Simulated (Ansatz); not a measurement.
Crystal: Ge3Pd.

```
CELL_PARAMETERS angstrom
4.14202 0.00000 0.00000
0.00000 4.14202 0.00000
0.00000 0.00000 4.14202
ATOMIC_POSITIONS crystal
Pd 0.00000 0.00000 0.00000
Ge 0.50000 0.50000 0.00000
Ge 0.50000 0.00000 0.50000
Ge 0.00000 0.50000 0.50000
```

The cell comes from a database or a generator and needn't be the stable form of this composition.

Base run:

| Item | Value |
| --- | --- |
| Program | Ansatz 0.2.0 |
| Functional | PBEsol |
| Potentials or basis | all-electron PAW datasets made for the crystal |
| Cutoff | 260 eV (chosen from the basis error) |
| k mesh | 7 × 7 × 7 |
| Occupations | fermi-dirac, width 0.05 eV |
| Spin | no spin polarisation |

Its results: pressure -4.7 GPa.

The run is repeated on the same cell with these changes: potentials or basis from all-electron PAW datasets made for the crystal to all-electron LAPW, non-relativistic; cutoff from 260 eV (chosen from the basis error) to 199 eV (chosen from the basis error). What comes out?

Pressure -3.2 GPa.

Caveats: relativity is left out, which matters for the heavier elements (some runs).

The runs don't all hold the same shells in valence.
